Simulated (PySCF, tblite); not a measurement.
# C₃H₈OSSi₂: geometry, infrared bands and NMR shifts

Aim: predict the infrared bands and NMR shifts of C₃H₈OSSi₂ (`COC1=CS[SiH2][SiH2]1`).

The runs use tblite 0.8.0 and PySCF 2.14.0, with density-fitted response routines of our own; the level of theory stands in each step. All values are computed, except where a source is named. Atoms count from 0, in the outputs and in this text.

### Step 1. Starting geometry

15 atoms, charge 0, multiplicity 1; geometry from: force field or distance geometry start.

Bonds of the start (Å): C0–O1 1.44, O1–C2 1.37, C2–C3 1.35, C3–S4 1.75, S4–Si5 2.17, Si5–Si6 2.30, Si6–C2 1.90, C0–H7 1.09, C0–H8 1.10, C0–H9 1.09, C3–H10 1.08, Si5–H11 1.48, Si5–H12 1.49, Si6–H13 1.49, Si6–H14 1.49.

### Step 2. Relaxing the molecule with GFN2-xTB

The job: settings as JSON, then the geometry in Å.

```
{"job": {"kind": "relax", "xc": "GFN2-xTB", "basis": "xTB"}, "charge": 0, "multiplicity": 1}
C      2.722600    -0.119000     0.336200
O      1.578800    -0.576500    -0.402800
C      0.344400    -0.108900    -0.032900
C      0.068500     0.782100     0.946700
S     -1.525400     1.347400     1.379600
Si    -2.783900     0.311900    -0.053100
Si    -1.069000    -0.806100    -1.095800
H      3.610600    -0.590000    -0.077000
H      2.646800    -0.403700     1.392900
H      2.826400     0.965900     0.233300
H      0.863100     1.182700     1.564900
H     -3.478800     1.298300    -0.916700
H     -3.738700    -0.569300     0.683700
H     -1.159800    -2.289900    -0.941400
H     -0.910000    -0.416900    -2.521400
```

Command:

```sh
> OMP_NUM_THREADS=1 python probes_run.py task.json out
```

This one command runs all jobs of the session in turn.

**Question.** This job is followed by: GFN2-xTB harmonic vibrations, gas phase; GIAO PBE0/pcSseg-1 NMR shielding, non-relativistic, gas phase. Predict these results of the whole session: strongest single infrared mode (GFN2-xTB); zero-point energy (GFN2-xTB); ¹³C shifts against TMS (PBE0/pcSseg-1); ¹H shifts against TMS (PBE0/pcSseg-1, means over atoms taken as alike); ¹⁷O shifts against H2O (PBE0/pcSseg-1); ³³S shifts against CS2 (PBE0/pcSseg-1); ²⁹Si shifts against TMS (PBE0/pcSseg-1).

As calculated:

| quantity | value |
| --- | --- |
| strongest single infrared mode (GFN2-xTB) | 2261 cm⁻¹, 558 km/mol |
| zero-point energy (GFN2-xTB) | 61.1 kcal/mol |
| ¹³C shifts against TMS (PBE0/pcSseg-1) | 162.9, 113.7, 57.8 ppm |
| ¹H shifts against TMS (PBE0/pcSseg-1, means over atoms taken as alike) | 5.18, 4.67, 4.57, 3.68 ppm |
| ¹⁷O shifts against H2O (PBE0/pcSseg-1) | 117.1 ppm |
| ³³S shifts against CS2 (PBE0/pcSseg-1) | -128 ppm |
| ²⁹Si shifts against TMS (PBE0/pcSseg-1) | -62.0, -70.3 ppm |

In words: The optimisation took 28 steps and gained 0.141 eV; among the close pairs (by a distance rule), Si5–H12 changed most, from 1.494 to 1.461 Å. No mode is imaginary among the 39: a minimum at this level. The strongest single mode, at 2261 cm⁻¹, moves mainly H11 and H12. Unscaled tight-binding wavenumbers are off by several per cent, some by more. Its intensities can rank the bands wrongly. C2 (alkene carbon bearing oxygen) lies farthest downfield among carbon, at 162.9 ppm; an sp2 carbon further deshielded by the attached heteroatom. H10 (hydrogen on a β carbon of an enol-ether or enamine type C=C) lies farthest downfield among hydrogen, at 5.18 ppm; attached to an sp2 carbon and in the plane of the double bond. At PBE0/pcSseg-1: Shielding is most anisotropic at S4 (span 446 ppm, paramagnetic term -426 ppm).
